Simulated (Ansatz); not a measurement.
# C₃H₇ClOSi: a ladder of functionals and wavefunction methods

The task here is to estimate one member of a computed series from the others.

Method: functionals in def2-TZVPP, the program's frozen cores in correlated methods; program: Ansatz 0.2.0, Gaussian basis.

Levels to be run: LDA (SPW92), PBE-D4, revPBE-D4, BLYP-D4, r2SCAN-D4, B97M-V, PBE0-D4, B3LYP-D4, r2SCANh-D4, r2SCAN0-D4, HSE06-D4, BHLYP-D4, CAM-B3LYP-D4, LC-ωPBE, ωB97X-V, ωB97M-V, B2PLYP, PBE-QIDH; CCSD(T)/def2-SVP; CCSD(T)/def2-TZVPP; MP2/def2-QZVPP; extrapolation to the limit; RPA on PBE.

### The relaxed structure

All runs share one geometry, relaxed beforehand with PBE0-D4 in a triple-zeta def2 set.

SMILES `CC(C)O[Si]Cl`, 13 atoms, charge 0, spin multiplicity 1.

Atoms are counted from 1 here; the program's logs count them from 0.

Bond lengths: C1–C2 1.512 Å, C1–H7 1.092 Å, C1–H8 1.092 Å, C1–H9 1.091 Å, C2–C3 1.513 Å, C2–O4 1.431 Å, C2–H10 1.095 Å, C3–H11 1.092 Å, C3–H12 1.093 Å, C3–H13 1.092 Å, O4–Si5 1.622 Å, Si5–Cl6 2.120 Å. Angles: C2–C1–H7 110.5°, C2–C1–H8 110.2°, C2–C1–H9 110.8°, H7–C1–H8 108.5°, H7–C1–H9 108.5°, H8–C1–H9 108.4°, C1–C2–C3 113.0°, C1–C2–O4 108.0°, C1–C2–H10 109.8°, C3–C2–O4 108.8°, C3–C2–H10 109.3°, O4–C2–H10 107.9°, C2–C3–H11 110.2°, C2–C3–H12 110.4°, C2–C3–H13 110.7°, H11–C3–H12 108.5°, H11–C3–H13 108.2°, H12–C3–H13 108.7° and more.

The first run:

Contents of in.yaml:

```yaml
crystal:
  periodic: [false, false, false]
  atoms:
    - {symbol: C, position_ang: [-0.081954, -1.252838, 0.954555]}
    - {symbol: C, position_ang: [0.113051, 0.010146, 0.147128]}
    - {symbol: C, position_ang: [0.195553, -0.247331, -1.341299]}
    - {symbol: O, position_ang: [-0.998349, 0.873892, 0.404038]}
    - {symbol: Si, position_ang: [-1.227060, 2.465064, 0.621079]}
    - {symbol: Cl, position_ang: [0.730697, 3.255518, 0.430027]}
    - {symbol: H, position_ang: [-0.996826, -1.764811, 0.647508]}
    - {symbol: H, position_ang: [0.761874, -1.929841, 0.804411]}
    - {symbol: H, position_ang: [-0.154444, -1.024542, 2.019258]}
    - {symbol: H, position_ang: [1.022404, 0.523744, 0.475801]}
    - {symbol: H, position_ang: [1.029464, -0.917113, -1.562426]}
    - {symbol: H, position_ang: [-0.726575, -0.711714, -1.698656]}
    - {symbol: H, position_ang: [0.352464, 0.685126, -1.886725]}
basis:
  gaussian: {orbitals: def2-TZVPP}
hamiltonian: {xc: lda}
output: {orbitals: {seedname: orbitals}}
```

Launch:

```bash
> ansatz run in.yaml --threads 4 --pin off --events-out ev --progress --plain --max-ram 11315MiB
```

Steps of the session up to this table: LDA; PBE-D4 (GGA); revPBE-D4 (GGA); BLYP-D4 (GGA); r2SCAN-D4 (meta-GGA); B97M-V (meta-GGA); PBE0-D4 (hybrid); B3LYP-D4 (hybrid); r2SCANh-D4 (hybrid); r2SCAN0-D4 (hybrid); HSE06-D4 (hybrid); BHLYP-D4 (hybrid); CAM-B3LYP-D4 (range-separated); LC-ωPBE (range-separated); ωB97X-V (range-separated); ωB97M-V (range-separated); B2PLYP (double hybrid); PBE-QIDH (double hybrid).

One table of the session follows, with a row left open; its other results are not shown here.

It belongs to the step «Frontier levels by functional». 

| functional | HOMO (eV) | LUMO (eV) | gap (eV) |
| --- | --- | --- | --- |
| LDA (SPW92) | -6.33 | -2.75 | 3.59 |
| PBE-D4 | -6.22 | -2.57 | 3.64 |
| revPBE-D4 | -6.17 | -2.51 | 3.66 |
| BLYP-D4 | -6.08 | -2.42 | 3.66 |
| r2SCAN-D4 | -6.42 | -2.49 | 3.93 |
| B97M-V | -6.53 | -2.46 | 4.07 |
| PBE0-D4 | ? | ? | ? |
| B3LYP-D4 | -7.13 | -1.95 | 5.17 |
| r2SCANh-D4 | -6.83 | -2.19 | 4.64 |
| r2SCAN0-D4 | -7.44 | -1.73 | 5.71 |
| HSE06-D4 | -6.92 | -2.16 | 4.76 |
| BHLYP-D4 | -8.31 | -0.87 | 7.43 |
| CAM-B3LYP-D4 | -8.61 | -0.69 | 7.92 |
| LC-ωPBE | -9.89 | 0.38 | 10.27 |
| ωB97X-V | -9.57 | 0.30 | 9.87 |
| ωB97M-V | -9.42 | 0.21 | 9.63 |

Q: Estimate the row for PBE0-D4 from the others.

The run gave: HOMO (eV): -7.32; LUMO (eV): -1.78; gap (eV): 5.54. In the column «HOMO (eV)» it lies between r2SCAN0-D4 (-7.44) and B3LYP-D4 (-7.13).
